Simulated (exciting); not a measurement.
# AgS (P4/mmm) in exciting: reference runs

Aim: a first look at AgS with PBE, on the cell as given.

Program: exciting (release sodium). These are calculated values, not measurements. Logs are shortened: lines on timing, memory, paths and dates and some standing lists are left out, and cuts for length are marked.

## Step 1: The crystal as given

It takes space group P4/mmm (No. 123, tetragonal). The conventional cell has a = 3.295 Å, b = 3.295 Å, c = 3.930 Å, α = 90.00°, β = 90.00°, γ = 90.00°. Around Ag (site symmetry 4/mmm) lie 4 S at 2.33 Å. S (site symmetry 4/mmm) is surrounded by 4 Ag at 2.33 Å.

The cell was built by a generator and needn't be a form met in nature.

## Step 2: Single point, PBE

Input file input.xml:

```xml
<input>
  <title>AgS</title>
  <structure speciespath="./" tshift="false">
    <crystal scale="1">
      <basevect>6.227009179736 0.000000000000 0.000000000000</basevect>
      <basevect>0.000000000000 6.227009179736 0.000000000000</basevect>
      <basevect>0.000000000000 0.000000000000 7.427102715352</basevect>
    </crystal>
    <species speciesfile="Ag.xml" rmt="2.3">
      <atom coord="0.500000000000 0.500000000000 0.500000000000"/>
    </species>
    <species speciesfile="S.xml" rmt="1.9">
      <atom coord="0.000000000000 0.000000000000 0.500000000000"/>
    </species>
  </structure>
  <groundstate do="fromscratch" ngridk="8 8 7" rgkmax="7.5" gmaxvr="14" lmaxapw="10" lmaxmat="10" lmaxvr="8" xctype="GGA_PBE" stype="Fermi Dirac" swidth="0.00183747" nempty="14" ValenceRelativity="iora*" epsengy="1e-05" epspot="1e-05" maxscl="60" tforce="true" outputlevel="normal"/>
</input>
```

Potentials or basis: all-electron LAPW+lo, shipped species files, valence relativity iora*.

The run is started by

```sh
$ OMP_NUM_THREADS=1 exciting_smp
```

INFO.OUT:

```text
================================================================================
EXCITING SODIUM started
[... 10 lines left out ...]

 Lattice vectors (cartesian) :
      6.2270091797      0.0000000000      0.0000000000
      0.0000000000      6.2270091797      0.0000000000
      0.0000000000      0.0000000000      7.4271027154

 Reciprocal lattice vectors (cartesian) :
      1.0090213658      0.0000000000      0.0000000000
      0.0000000000      1.0090213658      0.0000000000
      0.0000000000      0.0000000000      0.8459806668

 Unit cell volume                           :     287.9906858250
 Brillouin zone volume                      :       0.8613133190

 Species :    1 (Ag)
     parameters loaded from                 :    Ag.xml
     name                                   :    silver
     nuclear charge                         :     -47.00000000
     electronic charge                      :      47.00000000
     atomic mass                            :  196631.69970000
     muffin-tin radius                      :       2.30000000
     # of radial points in muffin-tin       :     400

     atomic positions (lattice) :
       1 :   0.50000000  0.50000000  0.50000000

 Species :    2 (S)
     parameters loaded from                 :    S.xml
     name                                   :    sulphur
     nuclear charge                         :     -16.00000000
     electronic charge                      :      16.00000000
     atomic mass                            :   58452.74216000
     muffin-tin radius                      :       1.90000000
     # of radial points in muffin-tin       :     300

     atomic positions (lattice) :
       1 :   0.00000000  0.00000000  0.50000000

 Total number of atoms per unit cell        :       2

 Spin treatment                             :    spin-unpolarised

 Number of Bravais lattice symmetries       :      16
 Number of crystal symmetries               :      16

 k-point grid                               :       8    8    7
 Total number of k-points                   :      60
 k-point set is reduced with crystal symmetries

 R^MT_min * |G+k|_max (rgkmax)              :       7.50000000
 Species with R^MT_min                      :       2 (S)
 Maximum |G+k| for APW functions            :       3.94736842
 Maximum |G| for potential and density      :      14.00000000

 G-vector grid sizes                        :      30    30    36
 Total number of G-vectors                  :   13361

 Maximum angular momentum used for
     APW functions                          :      10
     computing H and O matrix elements      :      10
     potential and density                  :       8
     inner part of muffin-tin               :       2

 Total nuclear charge                       :     -63.00000000
 Total electronic charge                    :      63.00000000
 Total core charge                          :      38.00000000
 Total valence charge                       :      25.00000000

 Number of empty states                     :      14
 Total number of valence states             :      27

 Maximum Hamiltonian size                   :     326
 Maximum number of plane-waves              :     309
 Total number of local-orbitals             :      17

 Exchange-correlation type                  :      20
     Perdew-Burke-Ernzerhof, Phys. Rev. Lett. 77, 3865 (1996)
     Generalised gradient approximation (GGA)

[... 20 lines left out ...]
+ SCF iteration number :    1                                                  +
++++++++++++++++++++++++++++++++++++++++++++++++++++++++++++++++++++++++++++++++
 Total energy                               :     -5703.00559982
 _______________________________________________________________
 Fermi energy                               :         0.16794164
 Kinetic energy                             :      5973.68069999
 Coulomb energy                             :    -11501.81107308
 Exchange energy                            :      -171.72345465
 Correlation energy                         :        -3.15177208

 DOS at Fermi energy (states/Ha/cell)       :        36.25148892

 Electron charges :
     core                                   :        38.00000000
     core leakage                           :         0.00051041
     valence                                :        25.00000000
     interstitial                           :         4.12504159
     charge in muffin-tin spheres :
                  atom     1    Ag          :        44.92799635
                  atom     2     S          :        13.94696205
     total charge in muffin-tins            :        58.87495841
     total charge                           :        63.00000000

++++++++++++++++++++++++++++++++++++++++++++++++++++++++++++++++++++++++++++++++
+ SCF iteration number :    2                                                  +
++++++++++++++++++++++++++++++++++++++++++++++++++++++++++++++++++++++++++++++++
 Total energy                               :     -5717.36018254
 _______________________________________________________________
 Fermi energy                               :         0.15762975
 Kinetic energy                             :      5964.73091142
 Coulomb energy                             :    -11506.87988199
 Exchange energy                            :      -172.05268577
 Correlation energy                         :        -3.15852620

 DOS at Fermi energy (states/Ha/cell)       :        35.48204564

 Electron charges :
     core                                   :        38.00000000
     core leakage                           :         0.00052269
     valence                                :        25.00000000
     interstitial                           :         4.00687816
     charge in muffin-tin spheres :
                  atom     1    Ag          :        45.30583001
                  atom     2     S          :        13.68729184
     total charge in muffin-tins            :        58.99312184
     total charge                           :        63.00000000

 RMS change in effective potential (target) :  0.558785E-01  ( 0.100000E-04)
 Absolute change in total energy   (target) :   14.3546      ( 0.100000E-04)
 Charge distance                   (target) :  0.125986E-01  ( 0.100000E-04)
 Abs. change in max-nonIBS-force   (target) :   0.00000      ( 0.500000E-04)

++++++++++++++++++++++++++++++++++++++++++++++++++++++++++++++++++++++++++++++++
+ SCF iteration number :    3                                                  +
++++++++++++++++++++++++++++++++++++++++++++++++++++++++++++++++++++++++++++++++
 Total energy                               :     -5717.59036372
 _______________________________________________________________
 Fermi energy                               :         0.16060444
 Kinetic energy                             :      5964.35479392
 Coulomb energy                             :    -11506.73559680
 Exchange energy                            :      -172.05046363
 Correlation energy                         :        -3.15909721

 DOS at Fermi energy (states/Ha/cell)       :        35.78164845

 Electron charges :
     core                                   :        38.00000000
     core leakage                           :         0.00052383
     valence                                :        25.00000000
     interstitial                           :         4.01570614
     charge in muffin-tin spheres :
                  atom     1    Ag          :        45.34393787
                  atom     2     S          :        13.64035598
     total charge in muffin-tins            :        58.98429386
     total charge                           :        63.00000000
[... 309 lines left out ...]
 Electron charges :
     core                                   :        38.00000000
     core leakage                           :         0.00051852
     valence                                :        25.00000000
     interstitial                           :         4.02821724
     charge in muffin-tin spheres :
                  atom     1    Ag          :        45.35519334
                  atom     2     S          :        13.61658942
     total charge in muffin-tins            :        58.97178276
     total charge                           :        63.00000000

 RMS change in effective potential (target) :  0.306097E-08  ( 0.100000E-04)
 Absolute change in total energy   (target) :  0.124985E-05  ( 0.100000E-04)
 Charge distance                   (target) :  0.206443E-08  ( 0.100000E-04)
 Abs. change in max-nonIBS-force   (target) :   0.00000      ( 0.500000E-04)

++++++++++++++++++++++++++++++++++++++++++++++++++++++++++++++++++++++++++++++++
+ SCF iteration number :   15                                                  +
++++++++++++++++++++++++++++++++++++++++++++++++++++++++++++++++++++++++++++++++
 Total energy                               :     -5716.46991949
 _______________________________________________________________
 Fermi energy                               :         0.16127555
 Kinetic energy                             :      5964.53518410
 Coulomb energy                             :    -11505.83013406
 Exchange energy                            :      -172.01605972
 Correlation energy                         :        -3.15890981

 DOS at Fermi energy (states/Ha/cell)       :        36.21069471

 Electron charges :
     core                                   :        38.00000000
     core leakage                           :         0.00051852
     valence                                :        25.00000000
     interstitial                           :         4.02821725
     charge in muffin-tin spheres :
                  atom     1    Ag          :        45.35519335
                  atom     2     S          :        13.61658941
     total charge in muffin-tins            :        58.97178275
     total charge                           :        63.00000000

 RMS change in effective potential (target) :  0.110602E-08  ( 0.100000E-04)
 Absolute change in total energy   (target) :  0.438306E-06  ( 0.100000E-04)
 Charge distance                   (target) :  0.527518E-09  ( 0.100000E-04)
 Abs. change in max-nonIBS-force   (target) :   0.00000      ( 0.500000E-04)

++++++++++++++++++++++++++++++++++++++++++++++++++++++++++++++++++++++++++++++++
| Convergency criteria checked for the last 2 iterations                       +
| Convergence targets achieved. Performing final SCF iteration                 +
++++++++++++++++++++++++++++++++++++++++++++++++++++++++++++++++++++++++++++++++
 Total energy                               :     -5716.46991956
 _______________________________________________________________
 Fermi energy                               :         0.16127555
 Kinetic energy                             :      5964.53518406
 Coulomb energy                             :    -11505.83013409
 Exchange energy                            :      -172.01605972
 Correlation energy                         :        -3.15890981

 DOS at Fermi energy (states/Ha/cell)       :        36.21069474

 Electron charges :
     core                                   :        38.00000000
     core leakage                           :         0.00051852
     valence                                :        25.00000000
     interstitial                           :         4.02821725
     charge in muffin-tin spheres :
                  atom     1    Ag          :        45.35519335
                  atom     2     S          :        13.61658940
     total charge in muffin-tins            :        58.97178275
     total charge                           :        63.00000000

++++++++++++++++++++++++++++++++++++++++++++++++++++++++++++++++++++++++++++++++
+ Self-consistent loop stopped                                                 +
++++++++++++++++++++++++++++++++++++++++++++++++++++++++++++++++++++++++++++++++
 STATE.OUT is written

--------------------------------------------------------------------------------
- Writing atomic positions and forces                                          -
--------------------------------------------------------------------------------

 Atomic positions (lattice) :
 atom     1  Ag  :     0.50000000    0.50000000    0.50000000
 atom     2   S  :     0.00000000    0.00000000    0.50000000

 Total atomic forces including IBS (cartesian) :
 atom     1  Ag  :     0.00000000    0.00000000    0.00000000
 atom     2   S  :     0.00000000    0.00000000    0.00000000

 Atomic force components including IBS (cartesian) :
 atom     1  Ag  :    -0.00000000   -0.00000000    0.00000000   HF force
                 :     0.00000000   -0.00000000    0.00000000   core correction
                 :     0.00000000    0.00000000    0.00000000   IBS correction
 atom     2   S  :     0.00000000    0.00000000    0.00000000   HF force
                 :     0.00000000    0.00000000    0.00000000   core correction
                 :     0.00000000   -0.00000000    0.00000000   IBS correction

********************************************************************************
[... 7 lines left out ...]
| EXCITING SODIUM stopped                                                      =
================================================================================
```

Run time: 2 min. Hardware: 1 thread of Arm Neoverse V2, shared host; peak memory 0.13 GiB.

What came out:

```yaml
Free_energy: -155553.0819 eV
Band_gap_on_the_k_mesh: none (metal or under the smearing width)
All_electrons_inside_the_program's_atomic_spheres: Ag 45.36; S 13.62 (radii Ag 2.3, S 1.9 bohr)
```

Caveat: the log's total energy holds no entropy term; the free energy is that total less TS from the occupations.
